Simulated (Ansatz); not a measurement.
Input of an Ansatz 0.2.0 run:

File input.yaml:

```yaml
crystal:
  lattice:
    - [3.014333, 0.0, 0.0]
    - [0.0, 3.014333, 0.0]
    - [0.0, 0.0, 4.222285]
  atoms:
    - { symbol: Ni, position: [0.0, 0.0, 0.0], spin: 1.0 }
    - { symbol: Co, position: [0.5, 0.5, 0.5], spin: 2.0 }
    - { symbol: O, position: [0.0, 0.0, 0.5] }
    - { symbol: O, position: [0.5, 0.5, 0.0] }
hamiltonian:
  xc: pbesol
  pseudopotentials: { kind: paw }
magnetization:
  spin_polarized: true
kpoints:
  mp_grid: { grid: [8, 8, 6] }
scf:
  occupations: { method: fermi_dirac, width: 0.05 }
output:
  forces: true
  stress: true
elastic:
  mode: clamped_ion
  stencil: two_point
```

Potentials or basis: Ansatz PAW.

The run is started by

```console
$ ansatz run input.yaml --threads 2 --pin off --max-ram 5632MiB --backend cpu --events-out ev --progress --plain --runs-dir out
```

Task: Predict the Voigt bulk modulus.

Result: 133 GPa.

Task: Estimate the band gap on the k mesh.

Result: None (metal or under the smearing width).

Task: Estimate the net moment.

Result: 4.55 μB per cell.

Task: What does it give for the site moments?

Result: Ni +1.34; Co +2.43; O +0.31, +0.29 μB.

Elastic tensor in Voigt notation (GPa, ions clamped, in the Cartesian axes of the cell as first typed):
```
144 112 136   0   0   0
112 144 136   0   0   0
137 137 142   0   0   0
  0   0   0  22   0   0
  0   0   0   0  22   0
  0   0   0   0   0  -9
```

Caveat: the cell is more than 3 GPa from zero pressure, which shifts response properties; the elastic tensor has a negative eigenvalue, so either the cell is unstable as it stands or the mesh is too thin; the pressure holds a Pulay correction of +0.7 GPa for the finite cutoff; semilocal functionals often make such compounds metallic where correlation or magnetic order opens a gap, which also shifts bond lengths; the PAW data sets come from PBE, with cores solved anew for the run's functional, which leaves a small shift of forces and pressure. With open d or f shells a metallic result of PBEsol can be an artefact of self-interaction; +U or a hybrid may open a gap.
